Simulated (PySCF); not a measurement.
**The bond of BeF, level by level**

One job finds the state of BeF, follows it along the bond with each method and fits the curves.

Computed with PySCF 2.14.0. Level: Be STO-3G, F STO-3G, no relativity.

## Step 1: Input

A driver script around PySCF takes these settings:

```json
{"atoms": "Be, F", "charge": "0", "basis": "Be STO-3G, F STO-3G", "Hamiltonian": "no relativity", "basis functions": "10", "electrons treated": "13", "masses in u": "9.0122, 18.9984", "levels": "PBE0, PBE, r²SCAN, BHandHLYP, PBEsol, LDA, HSE06, HF, MP2, SCS-MP2, CCSD, CCSD(T)", "grid": "80 radial by 434 angular points", "occupations": "held fixed by the projection of orbital angular momentum", "dissociation limit": "Be + F, each in its ground configuration", "starting distance in angstrom": "1.575", "values of 2S to try": "1, 3"}
```

Started as:

```bash
> OMP_NUM_THREADS=1 python dia.py task.json out
```

The runs that follow: First curve: PBE0; Excited determinants; PBE; r²SCAN (meta-GGA); BHandHLYP (global hybrid GGA); PBEsol; LDA (local density); HSE06 (range-separated hybrid); UHF (mean field); MP2 and coupled cluster.

What does the calculation give? Wanted: for each run, Re; ωe; De; μ.

As calculated:

Lowest PBE0 solution found, without spin–orbit coupling: ²Σ⁺ (doublet), unpaired electrons σ ↑. State 2 has its PBE0 minimum 7.47 eV higher. The other levels ran on the lowest alone.

```
      level  Re (Å)  ωe (cm⁻¹)  De (eV)  μ (D)
        UHF   1.297       1550     4.49  -0.13
    UHF-MP2   1.307       1535      n/a    n/a
UHF-SCS-MP2   1.306       1536     4.94    n/a
   UHF-CCSD   1.306       1525      n/a    n/a
UHF-CCSD(T)   1.315       1484      n/a    n/a
        LDA   1.323       1439     7.88   0.57
        PBE   1.336       1403     7.08   0.52
     PBEsol   1.332       1414     7.34   0.55
     r²SCAN   1.326       1439     6.83   0.37
       PBE0   1.320       1462     6.43   0.32
      HSE06   1.320       1461     6.43   0.33
  BHandHLYP   1.306       1511     5.86   0.15
```

De is counted to Be + F in their ground configurations. A positive dipole means Be(−)F(+).

**Reading.** The methods spread over 0.039 Å in bond length, from UHF to PBE. CCSD(T) can't serve as the judge here: for a weak bond in this basis it is far from its limit. Among the levels with a De in the table, it runs from 4.49 eV (UHF) to 7.88 eV (LDA).

Correlated steps freeze 1 core orbital. The basis is very small, so these numbers show the basis as much as the molecule.
